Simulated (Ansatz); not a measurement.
# revPBE/def2-SVPD (core potential) run of CH4AlIn (SMILES [CH2]1[AlH][InH]1)

Aim: the vertical ionisation energy of CH4AlIn at revPBE/def2-SVPD (core potential), from 2 runs. 

Program for the calculation: Ansatz 0.2.0.

54 further runs of the same task are left out: 54 set aside as unsound or not needed.

## 1. The system as given

CH4AlIn: 7 atoms, total charge 0, spin state singlet. SMILES: `[CH2]1[AlH][InH]1`. Geometry: relaxed at PBE0-D4/def2-TZVP.

Bond lengths: C1–Al2 1.874 Å, Al2–In3 2.543 Å, C1–H4 1.102 Å, C1–H5 1.092 Å, Al2–H6 1.584 Å, In3–H7 1.731 Å. Angles: C1–Al2–In3 65.0°, C1–Al2–H6 138.7°, In3–Al2–H6 138.8°, Al2–C1–H4 120.2°, Al2–C1–H5 127.0°, Al2–In3–H7 161.6°, H4–C1–H5 107.9°.

## 2. The energy at revPBE/def2-SVPD (core potential)

File molecule.yaml:

```yaml
crystal:
  periodic: [false, false, false]
  atoms:
    - {symbol: C, position_ang: [-0.613000, 0.132400, -0.657400]}
    - {symbol: Al, position_ang: [-0.455200, 0.915100, 1.037900]}
    - {symbol: In, position_ang: [1.229300, -0.924400, 0.544100]}
    - {symbol: H, position_ang: [-0.896900, -0.927600, -0.754800]}
    - {symbol: H, position_ang: [-0.866200, 0.635300, -1.593000]}
    - {symbol: H, position_ang: [-0.487600, 2.358400, 1.689000]}
    - {symbol: H, position_ang: [2.089500, -2.189200, -0.265800]}
basis:
  gaussian: {orbitals: def2-SVPD}
hamiltonian: {xc: {name: revPBE}}
accuracy: high
output: {orbitals: {seedname: orbitals}}
```

Command:

```bash
$ ansatz run molecule.yaml --threads 1 --pin off --max-ram 3480MiB --events-out events.jsonl --progress --plain --runs-dir runs
```

The program printed:

```text
Warning: RAYON_NUM_THREADS=1 ignored (pool sized by the plan → 1); use --threads N
Functional definition: revPBE
  name "revPBE"
  parameter kappa = 1.245
  parameter beta = 0.06672455060314922
  exchange = pbe_x(kappa = kappa, mu = beta*pi^2/3)
  correlation = pbe_c(beta = beta)
2281 factors; integrals over basis functions are off by at most 3.5e-9 eV
mean field evaluation 1: about -12853.6875 eV, gradient 7.0e1 eV
mean field evaluation 2: about -12750.1161 eV, gradient 1.4e2 eV
mean field evaluation 4: about -12865.7446 eV, gradient 2.0e1 eV
mean field evaluation 8: about -12867.8111 eV, gradient 2.1e-1 eV
mean field evaluation 16: about -12867.8085 eV, gradient 4.1e-5 eV
mean field -12867.80845380 eV, -472.8832385635 hartree, gradient 5.8e-8 eV, S^2 0.000000; 0 other end points of the search recorded, 0 dependent functions left out
reference -12867.80845975 eV, -472.8832387819 hartree; 22, 22 occupied and 86, 86 virtual orbitals, 2281 factors
Total energy: -12867.80845975 eV, -472.8832387819 hartree
```

Wall time 8.1 s (1 thread of Arm Neoverse V2, shared host); peak memory 0.31 GiB.

## 3. The doublet cation at the same level

File run.yaml:

```yaml
crystal:
  periodic: [false, false, false]
  atoms:
    - {symbol: C, position_ang: [-0.613000, 0.132400, -0.657400]}
    - {symbol: Al, position_ang: [-0.455200, 0.915100, 1.037900]}
    - {symbol: In, position_ang: [1.229300, -0.924400, 0.544100]}
    - {symbol: H, position_ang: [-0.896900, -0.927600, -0.754800]}
    - {symbol: H, position_ang: [-0.866200, 0.635300, -1.593000]}
    - {symbol: H, position_ang: [-0.487600, 2.358400, 1.689000]}
    - {symbol: H, position_ang: [2.089500, -2.189200, -0.265800]}
basis:
  gaussian:
    orbitals: def2-SVPD
total_charge: 1
magnetization:
  spin_polarized: true
  initial_magnetization: 1
hamiltonian:
  xc: {name: revPBE}
accuracy: high
output: {orbitals: {seedname: orbitals}}
```

Command:

```bash
$ ansatz run run.yaml --threads 1 --pin off --max-ram 3480MiB --events-out events.jsonl --progress --plain --runs-dir runs
```

The program printed:

```text
Warning: RAYON_NUM_THREADS=1 ignored (pool sized by the plan → 1); use --threads N
Functional definition: revPBE
  name "revPBE"
  parameter kappa = 1.245
  parameter beta = 0.06672455060314922
  exchange = pbe_x(kappa = kappa, mu = beta*pi^2/3)
  correlation = pbe_c(beta = beta)
2280 factors; integrals over basis functions are off by at most 3.5e-9 eV
mean field evaluation 1: about -12835.5695 eV, gradient 6.5e1 eV
mean field evaluation 2: about -12660.0650 eV, gradient 1.1e2 eV
mean field evaluation 4: about -12856.8991 eV, gradient 1.8e1 eV
mean field evaluation 8: about -12860.4012 eV, gradient 2.8e-1 eV
mean field evaluation 16: about -12860.3991 eV, gradient 2.5e-4 eV
mean field evaluation 32: about -12859.6016 eV, gradient 5.0e0 eV
mean field -12860.39910813 eV, -472.6109501321 hartree, gradient 3.1e-8 eV, S^2 0.760452; 3 other end points of the search recorded, 0 dependent functions left out
reference -12860.39911553 eV, -472.6109504040 hartree; 22, 21 occupied and 86, 87 virtual orbitals, 2280 factors
Total energy: -12860.39911553 eV, -472.6109504040 hartree
```

Wall time 16 s (1 thread of Arm Neoverse V2, shared host); peak memory 0.38 GiB.

## 4. What came out

At revPBE/def2-SVPD (core potential):

| quantity | value |
| --- | --- |
| singlet CH4AlIn: total energy | -472.88324 Eh |
| singlet CH4AlIn: HOMO energy | -4.85 eV |
| singlet CH4AlIn: LUMO energy | -2.79 eV |
| singlet CH4AlIn: HOMO–LUMO gap | 2.06 eV |
| doublet cation: total energy | -472.61095 Eh |
| doublet cation: HOMO energy (highest over α and β) | -10.98 eV |
| doublet cation: LUMO energy (lowest over α and β) | -9.98 eV |
| doublet cation: ⟨S²⟩ | 0.760 |
| vertical ionisation energy (to the doublet cation) | 7.409 eV |

What this shows: The vertical ionisation energy comes to 7.41 eV (715 kJ/mol). The negative HOMO energy of the first species, 4.85 eV, lies 2.56 eV below that difference.
